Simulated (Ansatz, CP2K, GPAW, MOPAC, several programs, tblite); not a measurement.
# AlN from cheap methods to r2SCAN

Aim: run AlN through methods of unlike cost and see what each gets, and at what price.

Program: MOPAC, tblite, CP2K, GPAW, Ansatz (versions at each run). Level of theory: no spin polarisation, static lattice; gaps from single points on the cell relaxed beforehand with r²SCAN. These are calculated values, not measurements.

**1. The system as given**

Symmetry: F-43m, No. 216, cubic system. Conventional cell: a = 4.370 Å, b = 4.370 Å, c = 4.370 Å, α = 90.00°, β = 90.00°, γ = 90.00°. Al (site symmetry -43m) is surrounded by 4 N at 1.89 Å. Around N (site symmetry -43m) lie 4 Al at 1.89 Å.

Coordinates:

```xyz
2
Lattice="0.0000 2.1849 2.1849 2.1849 0.0000 2.1849 2.1849 2.1849 0.0000" Properties=species:S:1:pos:R:3 pbc="T T T"
Al    0.0000    0.0000    0.0000
N     1.0924    1.0924    1.0924
```

The structure type (zincblende) is imposed and need not be the compound's stable one.

**Question.** The methods are PM6, PM7, GFN1-xTB (tblite), GFN2-xTB (tblite), PBE/DZVP, PBE/single-zeta, PBE/SZV, coarse PBE, GLLB-SC, PBE, r2SCAN. What gap does r2SCAN give on this cell, and which other methods (full PBE left aside) come nearest to r2SCAN and farthest in gap, volume and bulk modulus?

| quantity | value |
| --- | --- |
| r2SCAN | gap 3.94 eV, 10.43 Å³/atom, B₀ 210 GPa |
| gap: nearest and farthest of the other methods | PBE/single-zeta (-0.05 eV), PM6 (+8.76 eV) |
| volume: nearest and farthest of the other methods | PBE/DZVP (+2.1 %), PBE/SZV (+8.6 %) |
| bulk modulus: nearest and farthest of the other methods | PBE/DZVP (-10 %), GFN2-xTB (tblite) (-25 %) |

What this shows: For the gap, of the 9 methods compared (full PBE left aside), PBE/single-zeta comes nearest to r2SCAN and PM6 is farthest. Among the 3 methods compared for the volume (full PBE left aside), PBE/DZVP is nearest to r2SCAN and PBE/SZV farthest. Among the 3 methods compared for the bulk modulus (full PBE left aside), PBE/DZVP is nearest to r2SCAN and GFN2-xTB (tblite) farthest. A minimal basis or a coarse cutoff and mesh shifts results by its own error, so closeness to r2SCAN can be chance. Cluster runs see only the k-points that fold onto the zone centre, so their gaps can miss the band edges. GLLB-SC is compared with its derivative discontinuity added. No volume is given for PM6, PM7, GFN1-xTB (tblite), PBE/single-zeta, coarse PBE, which can hide a larger miss. CPU times run from 0.39 s (coarse PBE) to 17 s (PBE/DZVP). On this cell PM6, PM7, GFN1-xTB (tblite), GFN2-xTB (tblite), PBE/DZVP, PBE/single-zeta, PBE/SZV, GLLB-SC cost more than r2SCAN itself (2.4 s), so they are no saving here. r2SCAN is a yardstick, not the truth: it usually gives gaps below the measured ones.
